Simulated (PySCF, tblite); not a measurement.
# C₆H₈NSi radical: geometry, infrared bands and EPR parameters

Aim: predict the infrared bands and EPR parameters of C₆H₈NSi radical (`Nc1ccc([SiH2])cc1`).

Computed with tblite 0.8.0 and PySCF 2.14.0, with density-fitted response routines of our own, on a single molecule in the gas phase. Atoms are numbered from 0 throughout.

### 1 The molecule as given

16 atoms, charge 0, multiplicity 2; geometry from: force field or distance geometry start.

Bonds of the start (Å): N0–C1 1.37, C1–C2 1.41, C2–C3 1.39, C3–C4 1.40, C4–Si5 1.86, C4–C6 1.41, C6–C7 1.39, C7–C1 1.39, N0–H8 1.01, N0–H9 1.02, C2–H10 1.09, C3–H11 1.09, Si5–H12 1.49, Si5–H13 1.49, C6–H14 1.08, C7–H15 1.09.

### 2 Relaxing the molecule with GFN2-xTB

Job settings and geometry (Å):

```
{"job": {"kind": "relax", "xc": "GFN2-xTB", "basis": "xTB"}, "charge": 0, "multiplicity": 2}
N     -2.877100     0.151300     0.021100
C     -1.510200     0.072400     0.009200
C     -0.743600     0.654900     1.036800
C      0.641600     0.547500     1.048900
C      1.317200    -0.192500     0.075200
Si     3.172100    -0.360700     0.096700
C      0.555000    -0.795300    -0.944600
C     -0.834300    -0.669600    -0.952300
H     -3.412200    -0.208300    -0.757400
H     -3.357900     0.758400     0.686000
H     -1.248600     1.221900     1.818200
H      1.184200     1.025500     1.865100
H      3.782300     0.843000     0.736000
H      3.703000    -0.505900    -1.287600
H      1.026300    -1.369800    -1.728600
H     -1.405400    -1.163700    -1.734100
```

Started as:

```console
$ OMP_NUM_THREADS=1 python probes_run.py task.json out
```

This one command runs all jobs of the session in turn.

**Question.** This job is followed by: GFN2-xTB harmonic vibrations, gas phase; UKS B3LYP, pcH-1 on C H N Si, non-relativistic, mean-field spin-orbit, GIAO. Predict these results of the whole session: strongest single infrared mode (GFN2-xTB); zero-point energy (GFN2-xTB); g(iso) (B3LYP); ⟨S²⟩; largest a(iso) (averaged by class); potential on the surface of density 0.002 e/bohr³, 1st and 99th percentile.

As calculated:

| quantity | value |
| --- | --- |
| strongest single infrared mode (GFN2-xTB) | 2362 cm⁻¹, 473 km/mol |
| zero-point energy (GFN2-xTB) | 74.2 kcal/mol |
| g(iso) (B3LYP) | 2.00347 |
| ⟨S²⟩ | 0.757 (exact 0.75) |
| largest a(iso) (averaged by class) | 29Si on Si5, -263.8 MHz |
| potential on the surface of density 0.002 e/bohr³, 1st and 99th percentile | -0.91 V and 1.99 V |

In words: Over 50 steps the energy fell by 0.146 eV; of the close pairs, Si5–H12 changed most, 1.493 to 1.452 Å. No mode is imaginary among the 42: a minimum at this level. The strongest single mode, at 2362 cm⁻¹, moves mainly H13 and H12. Unscaled tight-binding wavenumbers are off by several per cent, some by more. Its intensities can rank the bands wrongly. Si5 carries the largest spin population, 0.94 e. The isotropic g lies 1.2 ppt above the free-electron value. The conformer search found further structures of the same energy, which may be mirror or relabelled copies of this one.
